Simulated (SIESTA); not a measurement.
**Ta3Ru under changes of volume**

One of the cells (17.574 Å³/atom); the others are scaled copies at fixed shape and fractional positions:

```
CELL_PARAMETERS angstrom
1.68014 -2.35782 0.00000
1.68014 2.35782 0.00000
0.00000 0.00000 8.87257
ATOMIC_POSITIONS crystal
Ta 0.50000 0.50000 0.23612
Ta 0.00000 0.00000 0.50000
Ta 0.50000 0.50000 0.76388
Ru 0.00000 0.00000 0.00000
```

The cell comes from a database or a generator and needn't be the stable form of this composition.

* Program: SIESTA 5.4.2
* Functional: PBEsol
* Potentials or basis: PseudoDojo 0.4 standard (PBEsol files)
* Basis: DZP (energy shift 0.003 Ry; two zetas on semicore shells)
* Grid cutoff: 800 Ry
* Energy shift: 0.003 Ry
* k mesh: 10 × 10 × 3
* Occupations: fermi-dirac, width 0.05 eV
* Spin: no spin polarisation

```tsv
volume (Å³/atom)	energy over the lowest point (meV/atom)	pressure (GPa)	largest force (eV/Å)
16.196	10.29	7.7	0.210
16.540	0.00	2.1	0.140
16.885	?	?	?
17.574	32.21	-11.3	0.030
17.919	60.60	-14.9	0.076
18.263	96.17	-18.0	0.118
```

Task: What does the run at 16.885 Å³/atom give?

Result: Energy over the lowest point 0.95 meV/atom; pressure -2.8 GPa; largest force 0.079 eV/Å.

Worked out: A Birch-Murnaghan fit of order 3 (a polynomial in V^(-2/3)) to the other rows has its minimum at 16.68 Å³/atom with B0 = V·E''(V) = 243 GPa and B' = 4.3 at fixed shape and positions, which overstates the stiffness. It gives 0.96 meV/atom at 16.885 Å³/atom, against the run's 0.95, and -dE/dV = -2.9 GPa, against -2.8.

Energies are extrapolated to zero smearing.

Caveats: short orbitals over semicore shells can move pressures by several GPa; the basis of atomic orbitals isn't converged, which shifts pressures, moduli and gaps.
